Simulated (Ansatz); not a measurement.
# CH6AlO2: the cost of one run

Method: RHF/STO-3G, in Ansatz 0.2.0.

## 1. The structure to begin with

Bond lengths: C1–Al2 1.960 Å, Al2–O3 1.625 Å, Al2–O4 1.873 Å, C1–H5 1.091 Å, C1–H6 1.093 Å, C1–H7 1.091 Å, O3–H8 0.951 Å, O4–H9 0.968 Å, O4–H10 0.972 Å. Angles: C1–Al2–O3 152.0°, C1–Al2–O4 108.7°, O3–Al2–O4 99.3°, Al2–C1–H5 111.1°, Al2–C1–H6 110.8°, Al2–C1–H7 110.4°, H5–C1–H6 108.3°, H5–C1–H7 107.5°, H6–C1–H7 108.6°, Al2–O3–H8 167.0°, Al2–O4–H9 132.1°, Al2–O4–H10 118.6°, H9–O4–H10 109.3°.

Structure file:

```xyz
10

C    -1.0609    0.3060   -1.2922
Al    0.1290   -0.5039    0.0385
O     0.9228   -1.7739    0.6689
O     0.7212    0.8336    1.2088
H    -0.4982    0.6641   -2.1557
H    -1.6046    1.1511   -0.8635
H    -1.7842   -0.4267   -1.6519
H     1.2955   -2.6241    0.8759
H     0.5426    1.7839    1.2513
H     1.3369    0.5898    1.9198
```

## 2. End point A

input.yaml reads:

```yaml
crystal:
  periodic: [false, false, false]
  atoms:
    - { symbol: C, position_ang: [-1.06092, 0.30605, -1.2922] }
    - { symbol: Al, position_ang: [0.129, -0.50386, 0.03852] }
    - { symbol: O, position_ang: [0.92276, -1.77391, 0.66894] }
    - { symbol: O, position_ang: [0.72117, 0.83364, 1.20879] }
    - { symbol: H, position_ang: [-0.49816, 0.66405, -2.15575] }
    - { symbol: H, position_ang: [-1.60465, 1.1511, -0.86346] }
    - { symbol: H, position_ang: [-1.7842, -0.42666, -1.6519] }
    - { symbol: H, position_ang: [1.29551, -2.62409, 0.87594] }
    - { symbol: H, position_ang: [0.54258, 1.7839, 1.2513] }
    - { symbol: H, position_ang: [1.33691, 0.58978, 1.91983] }
total_charge: 1
basis:
  gaussian: { orbitals: STO-3G }
hamiltonian:
  xc: hf
relax:
  f_tol: 0.015
  max_steps: 40
```

Started as:

```console
ansatz run input.yaml --threads 1 --pin off --max-ram 2048MiB --backend cpu --events-out ev --progress --plain --runs-dir out
```

What time and memory should one allow on 1 thread of AMD EPYC (Zen 3), shared host?

About 50 s, with a peak of 0.12 GiB.
